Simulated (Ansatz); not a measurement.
# CH7BSSi: small, medium and large basis sets

The task here is to estimate one member of a computed series from the others.

The runs use Ansatz 0.2.0, Gaussian basis; one geometry, several basis sets.

The runs, in order: PBE0-D4/def2-SVP; ωB97M-V/def2-SVP; PBE0-D4/def2-QZVPP; ωB97M-V/def2-QZVPP; the functionals' def2-TZVPP values are taken from earlier runs.

### The relaxed structure

All runs share one geometry, relaxed beforehand with PBE0-D4 in a triple-zeta def2 set.

11 atoms, charge 0, spin multiplicity 1.

Atoms are counted from 1 here; the program's logs count them from 0.

Bond lengths: B1–C2 1.567 Å, B1–S4 2.049 Å, B1–H5 1.197 Å, B1–H6 1.198 Å, C2–Si3 1.868 Å, C2–S4 1.846 Å, C2–H7 1.088 Å, Si3–H8 1.488 Å, Si3–H9 1.486 Å, Si3–H10 1.486 Å, S4–H11 1.343 Å. Angles: C2–B1–S4 59.6°, C2–B1–H5 119.6°, C2–B1–H6 118.7°, S4–B1–H5 109.9°, S4–B1–H6 107.7°, H5–B1–H6 120.7°, B1–C2–Si3 120.6°, B1–C2–S4 73.3°, B1–C2–H7 119.1°, Si3–C2–S4 111.2°, Si3–C2–H7 114.4°, S4–C2–H7 109.4°, C2–Si3–H8 111.8°, C2–Si3–H9 108.7°, C2–Si3–H10 108.4°, H8–Si3–H9 109.1°, H8–Si3–H10 109.0°, H9–Si3–H10 109.8° and more.

The first run:

Input file in.yaml:

```yaml
crystal:
  periodic: [false, false, false]
  atoms:
    - {symbol: B, position_ang: [-1.107610, 0.949760, 0.193567]}
    - {symbol: C, position_ang: [-0.090267, -0.015470, -0.506096]}
    - {symbol: Si, position_ang: [1.612069, -0.288948, 0.213243]}
    - {symbol: S, position_ang: [-1.346069, -1.080828, 0.327035]}
    - {symbol: H, position_ang: [-2.003626, 1.425010, -0.441586]}
    - {symbol: H, position_ang: [-0.850255, 1.359418, 1.289178]}
    - {symbol: H, position_ang: [-0.152391, -0.158261, -1.582934]}
    - {symbol: H, position_ang: [2.227970, -1.547526, -0.287502]}
    - {symbol: H, position_ang: [1.498108, -0.359944, 1.692673]}
    - {symbol: H, position_ang: [2.474629, 0.857937, -0.171870]}
    - {symbol: H, position_ang: [-2.197258, -1.198149, -0.705308]}
basis:
  gaussian: {orbitals: def2-SVP}
hamiltonian: {xc: pbe0, dispersion: d4}
output: {orbitals: {seedname: orbitals}}
```

On the command line:

```
ansatz run in.yaml --threads 2 --pin off --events-out ev --progress --plain --max-ram 4352MiB
```

Among the steps run: PBE0-D4 in def2-SVP; ωB97M-V in def2-SVP; PBE0-D4 in def2-QZVPP; ωB97M-V in def2-QZVPP.

One table of the session follows, with a row left open; its other results are not shown here.

| functional | basis | HOMO (eV) | LUMO (eV) |
| --- | --- | --- | --- |
| PBE0-D4 | def2-SVP | -7.92 | -0.04 |
| PBE0-D4 | def2-TZVPP | -7.93 | -0.42 |
| PBE0-D4 | def2-QZVPP | -7.93 | -0.53 |
| ωB97M-V | def2-SVP | -10.06 | 1.92 |
| ωB97M-V | def2-TZVPP | -10.09 | 1.38 |
| ωB97M-V | def2-QZVPP | ? | ? |

**Question.** Estimate the row for ωB97M-V, def2-QZVPP.

**Answer.** HOMO (eV): -10.10; LUMO (eV): 1.06. In the column «HOMO (eV)» it is the lowest.
